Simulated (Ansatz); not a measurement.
# B: the cost of one run

Method: DFT PBE, scalar-relativistic, plane waves, PAW, in Ansatz 0.2.0.

**1. The starting structure**

The structure is tetragonal, space group P4/mmm (No. 123). The conventional cell has a = 2.130 Å, b = 2.130 Å, c = 16.000 Å, α = 90.00°, β = 90.00°, γ = 90.00°. Around B (site symmetry 4mm) lie 1 B at 1.66 Å.

Coordinates:

```
B
1.0
     2.13039    0.00000    0.00000
     0.00000    2.13039    0.00000
     0.00000    0.00000   16.00000
B
2
Direct
  0.50000 0.50000 0.44806
  0.50000 0.50000 0.55194
```

A structure generator made this guess: random sheet by layer group and Wyckoff sites. The dimensions are guesses.

Only a and b are periodic; c spans vacuum, so the box's volume, pressure and space group aren't properties of the sheet.

**2. A first look at the guess**

input.yaml reads:

```yaml
crystal:
  lattice:
    - [2.130389, 0.0, 0.0]
    - [0.0, 2.130389, 0.0]
    - [0.0, 0.0, 16.0]
  atoms:
    - { symbol: B, position: [0.5, 0.5, 0.44805625] }
    - { symbol: B, position: [0.5, 0.5, 0.55194375] }
  periodic: [true, true, false]
basis:
  ecutwfc: 420
kpoints:
  mp_grid: { grid: [8, 8, 1] }
hamiltonian:
  xc: pbe
scf:
  occupations: { method: gaussian, width: 0.1 }
  lower_state_search: "off"
output:
  forces: true
  stress: true
  eigenvalues: true
```

Started as:

```sh
$ ansatz run input.yaml --threads 1 --pin off --max-ram 2560MiB --backend cpu --events-out ev --progress --plain --runs-dir out
```

**Question.** How long does this run take on 1 thread of Arm Neoverse N1, shared host, and how much memory does it need?

About 2.5 s, with a peak of 0.29 GiB.
